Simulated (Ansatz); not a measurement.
SiTe:

```xyz
2
Lattice="3.7143 0.0000 0.0000 -1.8572 3.2167 0.0000 0.0000 0.0000 4.9764" Properties=species:S:1:pos:R:3 pbc="T T T"
Si    0.0000    0.0000    2.4882
Te    0.0000    0.0000    0.0000
```

The cell was built by a generator and needn't be a form met in nature.

* Program: Ansatz 0.2.0
* Task: relaxation of cell and atoms
* Functional: LDA
* Potentials or basis: Ansatz PAW
* Cutoff: 420 eV (not typed: the program's choice for these potentials)
* k mesh: 8 × 8 × 6
* Occupations: fermi-dirac, width 0.05 eV
* Spin: no spin polarisation

At the start: volume 29.73 Å³/atom.

Task: Where does the relaxation end?

Result: It ends after 8 steps and the volume is 23.01 Å³/atom (-22.6 %); space group P6/mmm (No. 191, to 0.05 Å).

Step by step:
```
step  energy change (eV)  largest force (eV/Å)  volume (Å³)
   1              0.0000                0.0000        59.46
   2             -0.2343                0.0000        54.52
   3             -0.6150                0.0000        50.33
   4             -0.9584                0.0000        47.23
   5             -0.9704                0.0000        44.73
   6             -0.9803                0.0000        46.03
   7             -0.9803                0.0000        46.01
   8             -0.9795                0.0000        46.01
```

Final structure:
```yaml
crystal:
  lattice:
    - [3.11816, 0.00000, 0.00000]
    - [-1.55908, 2.70041, 0.00000]
    - [0.00000, 0.00000, 5.46432]
  atoms:
    - { symbol: Si, position: [0.00000, 0.00000, 0.50000] }
    - { symbol: Te, position: [0.00000, 0.00000, 0.00000] }
```

Caveat: the volume moved by over 15 % at a fixed basis, so the end points are rough; the plane-wave basis is chosen anew once the cell has moved, so the energies of steps on either side of that aren't comparable; the PAW data sets come from PBE, with cores solved anew for the run's functional, which leaves a small shift of forces and pressure.
